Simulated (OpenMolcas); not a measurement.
# C2H2Cl2Sn (SMILES C#[C][SnH]([Cl])[Cl]) at 6 levels

Aim: a comparison of 6 runs (HF/STO-3G, B2PLYP/def2-SVP, BHLYP/def2-SVP, BLYP/def2-SVP, PBE/def2-SVP, revPBE/def2-SVP) of C2H2Cl2Sn. 

Program for the calculation: OpenMolcas 26.06.

## 1. The structure to begin with

C2H2Cl2Sn: 7 atoms, total charge 0, spin state singlet. As SMILES, `C#[C][SnH]([Cl])[Cl]`. The coordinates come from a PBE0-D4/def2-TZVP relaxation.

Bond lengths: C1–C2 1.205 Å, C2–Sn3 2.058 Å, Sn3–Cl4 2.309 Å, Sn3–Cl5 2.309 Å, C1–H6 1.067 Å, Sn3–H7 1.691 Å. Angles: C1–C2–Sn3 179.2°, C2–Sn3–Cl4 107.9°, C2–Sn3–Cl5 107.9°, Cl4–Sn3–Cl5 106.8°, C2–C1–H6 179.7°, C2–Sn3–H7 115.3°, Cl4–Sn3–H7 109.3°, Cl5–Sn3–H7 109.3°.

## 2. Energy and forces at HF/STO-3G (run 1)

test.inp

```
&GATEWAY
  BasLib=$CurrDir
  BasisSet
  C.STO-3G....
  C1 -1.668000 1.349700 0.386500 angstrom
  C2 -0.744900 0.592400 0.224500 angstrom
  End of Basis
  BasisSet
  Sn.STO-3G....
  Sn3 0.833800 -0.704500 -0.025300 angstrom
  End of Basis
  BasisSet
  Cl.STO-3G....
  Cl4 0.163900 -2.365900 -1.482000 angstrom
  Cl5 2.540200 0.448400 -1.069500 angstrom
  End of Basis
  BasisSet
  H.STO-3G....
  H6 -2.485300 2.020900 0.525300 angstrom
  H7 1.421600 -1.409000 1.394900 angstrom
  End of Basis

&SEWARD

&SCF
  Thresholds=1e-10 1e-07 1e-07 1e-05
  PrOrbitals=1 2

&ALASKA
```

The basis set STO-3G is read from a file made from the Basis Set Exchange's data (not shown).

On the command line:

```console
$ export MOLCAS_MEM=1860
$ pymolcas test.inp > test.log
```

Output:

```text
--- Start Module: gateway ---
[...]
--- Stop Module: gateway /rc=_RC_ALL_IS_WELL_ ---
[...]
      Basis functions           57
[...]
--- Start Module: scf ---
[...]
       Convergence after  11 Iterations
[...]
::    Total SCF energy                              -6948.5230764481
[...]
      Total spin, S                                     0.0000000000
[...]
      Total electronic charge=   98.000000
      Total            charge=   -0.000000
[...]
      Dipole Moment (debye):
      Origin of the operator (angstrom)=    0.7621   -0.5911   -0.3845
                   X= -1.3195E+00               Y=  6.1131E-01               Z=  3.4324E+00           Total=  3.7278E+00
      Quadrupole Moment (debye*angstrom):
[...]
--- Stop Module: scf /rc=_RC_ALL_IS_WELL_ ---
[...]
--- Start Module: alaska ---
[...]
 *              Molecular gradients               *
 **************************************************
  Irreducible representation: a
 ------------------------------------------------------------------------------------------
                              X                       Y                       Z
 ------------------------------------------------------------------------------------------
  C1               -6.22530043574478E-02    5.10051055166585E-02    1.14562365835758E-02
  C2                4.56905853624683E-02   -3.72474785181796E-02   -9.97892972652537E-03
  SN3               8.63803184434420E-03   -4.63638216416928E-03   -1.82874498991836E-02
  CL4              -2.46913224973611E-04    7.67715823833726E-04    2.68732363103652E-04
  CL5              -8.15874181704146E-04    9.37943085439485E-05    1.57727881649805E-04
  H6                1.69786534732541E-03   -1.37237218167563E-03   -3.74847851716154E-04
  H7                7.28930920999016E-03   -8.61038278499837E-03    1.67585306490388E-02
 ------------------------------------------------------------------------------------------
--- Stop Module: alaska /rc=_RC_ALL_IS_WELL_ ---
[...]
```

It took 6.6 s on 1 thread of Intel Xeon Platinum 8259CL at 2.50GHz (Skylake/Cascade Lake), shared host; peak memory 0.39 GiB.

## 3. The energy at B2PLYP/def2-SVP (core potential) (run 2)

calc.input

```
>>> EXPORT MOLCAS_PRINT=2

&GATEWAY
 BasLib=$CurrDir
 BasisSet
 C.def2-SVP....
 C1 -1.668000 1.349700 0.386500 angstrom
 C2 -0.744900 0.592400 0.224500 angstrom
 End of Basis
 BasisSet
 Sn.def2-SVP....
 Sn3 0.833800 -0.704500 -0.025300 angstrom
 End of Basis
 BasisSet
 Cl.def2-SVP....
 Cl4 0.163900 -2.365900 -1.482000 angstrom
 Cl5 2.540200 0.448400 -1.069500 angstrom
 End of Basis
 BasisSet
 H.def2-SVP....
 H6 -2.485300 2.020900 0.525300 angstrom
 H7 1.421600 -1.409000 1.394900 angstrom
 End of Basis

&SEWARD
 GridInput
 Grid=UltraFine
 End of Grid

&SCF
 KSDFT=B2PLYP_SCF
 Thresholds=1e-10 1e-07 1e-07 1e-05
 PrOrbitals=1 2

&MBPT2
 Frozen=16
```

The basis set def2-SVP is read from a file made from the Basis Set Exchange's data (not shown).

On the command line:

```console
$ export MOLCAS_MEM=1860
$ pymolcas calc.input > calc.log
```

Output:

```text
--- Start Module: gateway ---
[...]
--- Stop Module: gateway /rc=_RC_ALL_IS_WELL_ ---
[...]
      Basis functions          100
[...]
--- Start Module: scf ---
[...]
       Convergence after  15 Iterations
[...]
::    Total KS-DFT energy                           -1210.9091469026
[...]
      Total spin, S                                     0.0000000000
[...]
      Total electronic charge=   70.000000
      Total            charge=   -0.000000
[...]
      Dipole Moment (debye):
      Origin of the operator (angstrom)=    0.7621   -0.5911   -0.3845
                   X= -1.3090E+00               Y=  7.5811E-01               Z=  2.3756E+00           Total=  2.8163E+00
      Quadrupole Moment (debye*angstrom):
[...]
--- Stop Module: scf /rc=_RC_ALL_IS_WELL_ ---
[...]
--- Start Module: mbpt2 ---
[...]
 ###    WARNING: MP2 implementation intended for RHF references only         ###
 ###############################################################################
MBPT2 WARNING: Reference function according to RunFile:KS-DFT
I'll assume you know what you're doing and continue
WARNING!
Default frozen orbitals as non valence orbitals is overwritten by user input.
Default values:  12
[...]
       Reference weight ( Cref**2 )         =        0.71851
::    Total MBPT2 energy                            -1211.6734373231
[...]
      Total MBPT2 calculations                           0.67      0.75
--- Stop Module: mbpt2 /rc=_RC_ALL_IS_WELL_ ---
[...]
```

Run time: 34 s. Hardware: 1 thread of Intel Xeon Platinum 8259CL at 2.50GHz (Skylake/Cascade Lake), shared host; peak memory 0.56 GiB.

Runs 3 to 5 aren't shown in full; the table further down has their settings and results.

## 4. Energy and forces at revPBE/def2-SVP (core potential) (run 6)

struct.xyz

```xyz
7

C     -1.668000     1.349700     0.386500
C     -0.744900     0.592400     0.224500
Sn     0.833800    -0.704500    -0.025300
Cl     0.163900    -2.365900    -1.482000
Cl     2.540200     0.448400    -1.069500
H     -2.485300     2.020900     0.525300
H      1.421600    -1.409000     1.394900
```

job.input

```
* C2H2Cl2Sn Kohn-Sham DFT

&GATEWAY
  BasLib=$CurrDir
  Coord=struct.xyz
  Basis=def2-SVP
  Group=NoSym

&SEWARD
  GridInput
  Grid=UltraFine
  End of Grid

&SCF
  KSDFT=revPBE
  Thresholds=1e-10 1e-07 1e-07 1e-05
  PrOrbitals=1 2

&ALASKA
```

The basis set def2-SVP is read from a file made from the Basis Set Exchange's data (not shown).

On the command line:

```console
$ export MOLCAS_MEM=1860
$ pymolcas job.input > job.log
```

Output:

```text
--- Start Module: gateway ---
[...]
--- Stop Module: gateway /rc=_RC_ALL_IS_WELL_ ---
[...]
      Basis functions          100
[...]
--- Start Module: scf ---
[...]
       Convergence after  18 Iterations
[...]
::    Total KS-DFT energy                           -1211.6177911407
[...]
      Total spin, S                                     0.0000000000
[...]
      Total electronic charge=   70.000000
      Total            charge=   -0.000000
[...]
      Dipole Moment (debye):
      Origin of the operator (angstrom)=    0.7621   -0.5911   -0.3845
                   X= -1.1953E+00               Y=  6.9638E-01               Z=  2.1417E+00           Total=  2.5496E+00
      Quadrupole Moment (debye*angstrom):
[...]
--- Stop Module: scf /rc=_RC_ALL_IS_WELL_ ---
[...]
--- Start Module: alaska ---
[...]
 *              Molecular gradients               *
 **************************************************
  Irreducible representation: a
 ------------------------------------------------------------------------------------------
                              X                       Y                       Z
 ------------------------------------------------------------------------------------------
  C1                2.96250535833700E-02   -2.42925506122695E-02   -5.25469846562032E-03
  C2               -2.92532501387823E-02    2.40660606224614E-02    4.68402723040251E-03
  SN3               1.01269851016231E-03    7.17917938885204E-04   -1.08550131736891E-02
  CL4               5.67589399926405E-03    1.40058194772124E-02    1.16138786640221E-02
  CL5              -1.42713594799808E-02   -9.62002402918927E-03    8.13992212058601E-03
  H6                9.69567714542574E-03   -7.95820033958305E-03   -1.63038274496741E-03
  H7               -2.48471361941904E-03    3.08097694245602E-03   -6.69773363078185E-03
 ------------------------------------------------------------------------------------------
--- Stop Module: alaska /rc=_RC_ALL_IS_WELL_ ---
[...]
```

Wall time 48 s (1 thread of Intel Xeon Platinum 8259CL at 2.50GHz (Skylake/Cascade Lake), shared host); peak memory 0.56 GiB.

## 5. All runs side by side

```
run                             level      task  frozen core orbitals   energy (Eh)  dipole moment (D)  HOMO energy (eV)  LUMO energy (eV)  wall time
  1                         HF/STO-3G  gradient                     –  -6948.523076               3.73             -9.68              6.73      6.6 s
  2  B2PLYP/def2-SVP (core potential)    energy                    16  -1211.115505               2.82             -9.79              0.15       34 s
  3   BHLYP/def2-SVP (core potential)  gradient                     –  -1211.649167               2.81             -9.86             -0.20       46 s
  4    BLYP/def2-SVP (core potential)  gradient                     –  -1211.665838               2.41             -7.16             -2.06       50 s
  5     PBE/def2-SVP (core potential)  gradient                     –  -1211.279512               2.52             -7.42             -2.20       48 s
  6  revPBE/def2-SVP (core potential)  gradient                     –  -1211.617791               2.55             -7.39             -2.13       48 s
```

## 6. Results

```
                       quantity           value
            run 6: total energy  -1211.61779 Eh
           run 6: dipole moment          2.55 D
             run 6: HOMO energy        -7.39 eV
             run 6: LUMO energy        -2.13 eV
           run 6: HOMO–LUMO gap         5.26 eV
run 6: largest force on an atom      1.989 eV/Å
```

The dipole moment (its size) runs from 2.41 D (BLYP/def2-SVP) to 3.73 D (HF/STO-3G). The two ends differ in method and basis and core potential. The HOMO–LUMO gap runs from 5.11 eV (BLYP/def2-SVP) to 16.41 eV (HF/STO-3G). For B2PLYP the log adds the whole second-order term; the table takes 0.27 of it, as the functional is defined. Totals of different functionals can't be ranked against each other. Some runs of one species differ in core potentials or relativity; totals across that change don't compare. In run 1 the basis is minimal, so the values are rough. In run 1 relativity is left out where basis or elements ask for it. All runs together took 3.9 min, the longest 50 s.
